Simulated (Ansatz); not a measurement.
# LuPd: the cost of one run

Method: DFT, LDA, PAW with Ansatz's default frozen-core files, scalar-relativistic, in Ansatz 0.2.0.

3 further runs of the same task are left out: 1 for a known fault of the program, 2 that didn't finish.

### 1 The structure to begin with

The structure is cubic, space group Pm-3m (No. 221). The conventional cell has a = 3.415 Å, b = 3.415 Å, c = 3.415 Å, α = 90.00°, β = 90.00°, γ = 90.00°. Around Lu (site symmetry m-3m) lie 8 Pd at 2.96 Å. Around Pd (site symmetry m-3m) lie 8 Lu at 2.96 Å.

Structure file:

```cif
data_structure
_symmetry_space_group_name_H-M 'Pm-3m'
_symmetry_Int_Tables_number 221
_cell_length_a 3.4150
_cell_length_b 3.4150
_cell_length_c 3.4150
_cell_angle_alpha 90.000
_cell_angle_beta 90.000
_cell_angle_gamma 90.000
_cell_volume 39.83
loop_
_atom_site_label
_atom_site_type_symbol
_atom_site_symmetry_multiplicity
_atom_site_Wyckoff_symbol
_atom_site_fract_x
_atom_site_fract_y
_atom_site_fract_z
_atom_site_occupancy
Lu1 Lu 1 a 0.00000 0.00000 0.00000 1
Pd1 Pd 1 b 0.50000 0.50000 0.50000 1
```

The file gives the conventional cell by its symmetry; the runs use the cell typed in the input.

Whether this phase is the stable one at these pressures isn't tested.

Atoms are numbered in the order of the input: Lu1, Pd2.

### 2 Atoms relaxed at the given volume, PAW

input.yaml

```yaml
crystal:
  lattice:
    - [3.415, 0.0, 0.0]
    - [0.0, 3.415, 0.0]
    - [0.0, 0.0, 3.415]
  atoms:
    - { symbol: Lu, position: [0.0, 0.0, 0.0] }
    - { symbol: Pd, position: [0.5, 0.5, 0.5] }
kpoints:
  mp_grid: { grid: [11, 11, 11] }
scf:
  occupations: { method: fermi_dirac, width: 0.05 }
hamiltonian:
  xc: lda
  pseudopotentials: { kind: paw }
output:
  forces: true
  stress: true
relax:
  f_tol: 0.01
  max_steps: 30
```

Launch:

```sh
$ ansatz run input.yaml --threads 1 --pin off --max-ram 2048MiB --backend cpu --events-out ev --progress --plain --runs-dir out
```

What time and memory should one allow on 1 thread of Arm Neoverse V2, shared host?

About 3.6 s, with a peak of 0.34 GiB.
